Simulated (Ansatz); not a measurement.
**C₂H₅FOSi: how energies converge with the basis set**

The task here is to estimate one member of a computed series from the others.

The runs use Ansatz 0.2.0, Gaussian basis; one geometry, several basis sets.

Plan: PBE0-D4/def2-SVP; ωB97M-V/def2-SVP; PBE0-D4/def2-QZVPP; ωB97M-V/def2-QZVPP; the functionals' def2-TZVPP values are taken from earlier runs.

## Structure used throughout

The geometry comes from an earlier relaxation with PBE0-D4 in a triple-zeta def2 set; it is a stationary point, not always the lowest conformer.

SMILES `FC1CO[SiH2]1`, 10 atoms, charge 0, spin multiplicity 1.

Atoms are counted from 1 here; the program's logs count them from 0.

Bond lengths: F1–C2 1.381 Å, C2–C3 1.541 Å, C2–Si5 1.901 Å, C2–H6 1.092 Å, C3–O4 1.445 Å, C3–H7 1.094 Å, C3–H8 1.093 Å, O4–Si5 1.668 Å, Si5–H9 1.486 Å, Si5–H10 1.485 Å. Angles: F1–C2–C3 113.3°, F1–C2–Si5 118.4°, F1–C2–H6 108.1°, C3–C2–Si5 82.8°, C3–C2–H6 113.6°, Si5–C2–H6 118.8°, C2–C3–O4 101.7°, C2–C3–H7 110.5°, C2–C3–H8 114.4°, O4–C3–H7 110.9°, O4–C3–H8 109.6°, H7–C3–H8 109.6°, C3–O4–Si5 94.5°, C2–Si5–O4 80.7°, C2–Si5–H9 119.5°, C2–Si5–H10 116.1°, O4–Si5–H9 113.6°, O4–Si5–H10 115.1° and more.

Set-up of the first run:

File in.yaml:

```yaml
crystal:
  periodic: [false, false, false]
  atoms:
    - {symbol: F, position_ang: [-1.820442, -0.327824, -0.810927]}
    - {symbol: C, position_ang: [-0.876057, -0.083056, 0.166904]}
    - {symbol: C, position_ang: [0.290658, -1.089798, 0.153307]}
    - {symbol: O, position_ang: [1.429882, -0.216350, -0.011946]}
    - {symbol: Si, position_ang: [0.510319, 1.162132, -0.206804]}
    - {symbol: H, position_ang: [-1.390485, -0.023790, 1.127827]}
    - {symbol: H, position_ang: [0.197314, -1.773360, -0.695478]}
    - {symbol: H, position_ang: [0.400793, -1.665085, 1.076040]}
    - {symbol: H, position_ang: [0.820808, 2.228653, 0.780427]}
    - {symbol: H, position_ang: [0.520210, 1.737278, -1.576348]}
basis:
  gaussian: {orbitals: def2-SVP}
hamiltonian: {xc: pbe0, dispersion: d4}
output: {orbitals: {seedname: orbitals}}
```

Steps of the session up to this table: PBE0-D4 in def2-SVP; ωB97M-V in def2-SVP; PBE0-D4 in def2-QZVPP; ωB97M-V in def2-QZVPP.

One table of the session follows, with a row left open; its other results are not shown here.

It belongs to the step «Functionals by basis». 

| functional | basis | HOMO (eV) | LUMO (eV) |
| --- | --- | --- | --- |
| PBE0-D4 | def2-SVP | -8.01 | -0.07 |
| PBE0-D4 | def2-TZVPP | ? | ? |
| PBE0-D4 | def2-QZVPP | -8.14 | -0.59 |
| ωB97M-V | def2-SVP | -10.30 | 1.86 |
| ωB97M-V | def2-TZVPP | -10.40 | 1.22 |
| ωB97M-V | def2-QZVPP | -10.44 | 0.94 |

Estimate the missing values for PBE0-D4, def2-TZVPP.

The run gave: HOMO (eV): -8.11; LUMO (eV): -0.48. In the column «HOMO (eV)» it lies between PBE0-D4, def2-QZVPP (-8.14) and PBE0-D4, def2-SVP (-8.01).
